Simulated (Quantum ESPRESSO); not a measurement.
Crystal: Si3S.

```
Si S
1.0
    -2.52548    2.52548    2.52548
     2.52548   -2.52548    2.52548
     2.52548    2.52548   -2.52548
Si S
3 1
Direct
  0.00000 0.50000 0.50000
  0.50000 0.00000 0.50000
  0.50000 0.50000 0.00000
  0.00000 0.00000 0.00000
```

The cell was built by a generator and needn't be a form met in nature.

* Program: Quantum ESPRESSO 7.5
* Task: phonons
* Functional: rev-vdW-DF2
* Potentials or basis: SPMS 1.0 PBE
* Cutoff: 639 eV
* Density cutoff: 2558 eV
* k mesh: 6 × 6 × 6, shifted
* Occupations: fermi-dirac, width 0.05 eV
* Spin: no spin polarisation
* Mixing beta: 0.5
* Most SCF iterations: 120
* SCF threshold: 8e-10 Ry

The cell and the atoms were relaxed first, to 16.11 Å³/atom (a = 4.374 Å, b = 4.374 Å, c = 4.374 Å, α = 109.47°, β = 109.47°, γ = 109.47°), and the response was taken there.

Problem. Which optical modes does the crystal have at the zone centre, and which show in infrared and Raman spectra?

Solution. The optical modes are 2T1u + T2u. Infrared active: 2T1u. None is Raman active.

Optical modes at Γ, degenerate ones joined:
| cm⁻¹ | components | symmetry | active in |
| --- | --- | --- | --- |
| 143i | 3 | T1u | IR |
| 210 | 3 | T1u | IR |
| 320 | 3 | T2u | silent |

Caveat: the k mesh is coarse; the mesh is thin for the phonons of a metal; the potentials were made for another functional, which shifts forces and pressure; some modes are imaginary.
